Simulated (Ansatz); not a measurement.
**CH₃Ga+ (doublet): from Hartree-Fock to the top rungs, cc-pVDZ**

Aim: climb from Hartree-Fock through coupled cluster for CH₃Ga+ (doublet) at one geometry and basis, and see what each rung misses.

The runs use Ansatz 0.2.0, Gaussian basis; cc-pVDZ, core rule «outside noble gas», up to 15 orbitals frozen.

To be run: UHF; CCSD(T) on ROHF; CCSD(T) on UHF; BCCD(T) on ROHF; CISD; CCSDT(Q) on ROHF; CCSDT(Q) on UHF.

27 further runs of the same task are left out: 1 for a known fault of the program, 11 that didn't finish, 15 set aside as unsound or not needed.

**1. The geometry**

The geometry is a PBE0/def2-TZVP stationary point (not a proven minimum) of the parent state, kept for this charge and spin. No spin-orbit coupling is included. The filled d shell of Ga may be among the frozen orbitals whatever the setting's name suggests; the logs give the count.

5 atoms, charge 1, spin multiplicity 2.

Atoms are counted from 1 here; the program's logs count them from 0.

Bond lengths: C1–Ga2 1.956 Å, C1–H3 1.090 Å, C1–H4 1.087 Å, Ga2–H5 1.596 Å. Angles: Ga2–C1–H3 122.8°, Ga2–C1–H4 123.5°, H3–C1–H4 113.7°, C1–Ga2–H5 119.5°.

Geometry (Å):

```tsv
atom	x (Å)	y (Å)	z (Å)
C1	0.00000	0.08298	1.62573
Ga2	0.00000	-0.03672	-0.32693
H3	0.00000	1.03363	2.15854
H4	0.00000	-0.78515	2.27961
H5	0.00000	1.30263	-1.19579
```

**2. UHF**

Input file in.yaml:

```yaml
crystal:
  periodic: [false, false, false]
  atoms:
    - {symbol: C, position_ang: [0.000000, 0.082980, 1.625733]}
    - {symbol: Ga, position_ang: [0.000000, -0.036718, -0.326926]}
    - {symbol: H, position_ang: [0.000000, 1.033629, 2.158538]}
    - {symbol: H, position_ang: [0.000000, -0.785147, 2.279606]}
    - {symbol: H, position_ang: [0.000000, 1.302631, -1.195794]}
basis:
  gaussian: {orbitals: cc-pVDZ}
total_charge: 1
magnetization: {spin_polarized: true, initial_magnetization: 1}
hamiltonian: {xc: hf}
output: {orbitals: {seedname: orbitals}}
```

Run with:

```bash
$ ansatz run in.yaml --threads 1 --pin off --events-out ev --progress --plain --max-ram 2393MiB
```

After this run come: CCSD(T) on ROHF; CCSD(T) on UHF; BCCD(T) on ROHF; CISD; CCSDT(Q) on ROHF; CCSDT(Q) on UHF.

Q: Predict the results of all the runs planned. Wanted: UCCSDT(Q) below the RHF energy; RMP2 from UCCSDT(Q); UMP2 from UCCSDT(Q); RCCSD from UCCSDT(Q); RCCSD(T) from UCCSDT(Q); UCCSD(T) from UCCSDT(Q); RCCSDT(Q) from UCCSDT(Q); T1 diagnostic.

As calculated:

```
                         quantity                                                   value
   UCCSDT(Q) below the RHF energy                                              -5.5115 eV
              RMP2 from UCCSDT(Q)                                            +98.0 kJ/mol
              UMP2 from UCCSDT(Q)                                           +100.3 kJ/mol
             RCCSD from UCCSDT(Q)                                            +16.8 kJ/mol
          RCCSD(T) from UCCSDT(Q)                                             +3.5 kJ/mol
          UCCSD(T) from UCCSDT(Q)                                             +3.5 kJ/mol
         RCCSDT(Q) from UCCSDT(Q)                                             +0.1 kJ/mol
levels within 1 kcal/mol (43 meV)  RCCSD(T), UCCSD(T), BCCD(T), RCCSDT, UCCSDT, RCCSDT(Q)
                    T1 diagnostic                                                   0.021
```

In words: RCCSD(T) lands +3.5 kJ/mol from the yardstick (0.7 % of the correlation energy). These misses are within one basis, not against nature; the frozen cores of restricted and unrestricted runs differ, which can shift their rows.
